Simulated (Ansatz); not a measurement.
# C₂H₄BN: up Jacob's ladder to CCSD(T)

One table from this session's results is given with a row withheld; the runs are named, their logs left out.

Computed with Ansatz 0.2.0, Gaussian basis. Level: functionals in def2-TZVPP, the program's frozen cores in correlated methods.

The runs, in order: LDA (SPW92), PBE-D4, revPBE-D4, BLYP-D4, r2SCAN-D4, B97M-V, PBE0-D4, B3LYP-D4, r2SCANh-D4, r2SCAN0-D4, HSE06-D4, BHLYP-D4, CAM-B3LYP-D4, LC-ωPBE, ωB97X-V, ωB97M-V, B2PLYP, PBE-QIDH; CCSD(T)/def2-SVP; CCSD(T)/def2-TZVPP; MP2/def2-QZVPP; extrapolation to the limit; RPA on PBE.

1 further run of the same task is left out (it didn't finish).

## The geometry

The geometry comes from an earlier relaxation with PBE0-D4 in a triple-zeta def2 set; it is a stationary point, not always the lowest conformer.

8 atoms, charge 0, spin multiplicity 1.

Atoms are counted from 1 here; the program's logs count them from 0.

Bond lengths: B1–C2 1.513 Å, B1–C4 1.568 Å, B1–H5 1.194 Å, C2–N3 1.302 Å, C2–H6 1.085 Å, N3–C4 1.501 Å, C4–H7 1.086 Å, C4–H8 1.090 Å. Angles: C2–B1–C4 88.4°, C2–B1–H5 128.9°, C4–B1–H5 131.1°, B1–C2–N3 84.0°, B1–C2–H6 146.9°, N3–C2–H6 122.8°, C2–N3–C4 99.8°, B1–C4–N3 76.0°, B1–C4–H7 118.1°, B1–C4–H8 122.1°, N3–C4–H7 109.3°, N3–C4–H8 114.2°, H7–C4–H8 111.4°.

The first run:

Input file in.yaml:

```yaml
crystal:
  periodic: [false, false, false]
  atoms:
    - {symbol: B, position_ang: [-0.225788, 0.557548, -0.648178]}
    - {symbol: C, position_ang: [0.519558, 0.897253, 0.624145]}
    - {symbol: N, position_ang: [0.088314, -0.264293, 1.024261]}
    - {symbol: C, position_ang: [-0.039220, -0.959855, -0.299535]}
    - {symbol: H, position_ang: [-1.132226, 1.139024, -1.163228]}
    - {symbol: H, position_ang: [0.838189, 1.675236, 1.310459]}
    - {symbol: H, position_ang: [0.906592, -1.430513, -0.550581]}
    - {symbol: H, position_ang: [-0.863119, -1.671399, -0.353141]}
basis:
  gaussian: {orbitals: def2-TZVPP}
hamiltonian: {xc: lda}
output: {orbitals: {seedname: orbitals}}
```

Run with:

```console
ansatz run in.yaml --threads 2 --pin off --events-out ev --progress --plain --max-ram 4352MiB
```

Among the steps run: LDA; PBE-D4 (GGA); revPBE-D4 (GGA); BLYP-D4 (GGA); r2SCAN-D4 (meta-GGA); B97M-V (meta-GGA); B3LYP-D4 (hybrid); r2SCANh-D4 (hybrid); r2SCAN0-D4 (hybrid); HSE06-D4 (hybrid); BHLYP-D4 (hybrid); CAM-B3LYP-D4 (range-separated); LC-ωPBE (range-separated); ωB97X-V (range-separated); ωB97M-V (range-separated); B2PLYP (double hybrid); PBE-QIDH (double hybrid).

One table of the session follows, with a row left open; its other results are not shown here.

It belongs to the step «Frontier levels by functional». 

| functional | HOMO (eV) | gap (eV) |
| --- | --- | --- |
| LDA (SPW92) | -6.04 | 3.39 |
| PBE-D4 | -5.91 | 3.50 |
| revPBE-D4 | -5.86 | 3.54 |
| BLYP-D4 | -5.80 | 3.53 |
| r2SCAN-D4 | -6.12 | 3.95 |
| B97M-V | ? | ? |
| PBE0-D4 | -7.20 | 5.94 |
| B3LYP-D4 | -6.99 | 5.47 |
| r2SCANh-D4 | -6.61 | 4.86 |
| r2SCAN0-D4 | -7.35 | 6.22 |
| HSE06-D4 | -6.80 | 5.15 |
| BHLYP-D4 | -8.42 | 8.35 |
| CAM-B3LYP-D4 | -8.59 | 8.52 |
| LC-ωPBE | -9.93 | 11.08 |
| ωB97X-V | -9.57 | 10.64 |
| ωB97M-V | -9.49 | 10.41 |

Q: Estimate the row for B97M-V from the others.

As computed: HOMO (eV): -6.21; gap (eV): 4.12. In the column «HOMO (eV)» it lies between r2SCANh-D4 (-6.61) and r2SCAN-D4 (-6.12).
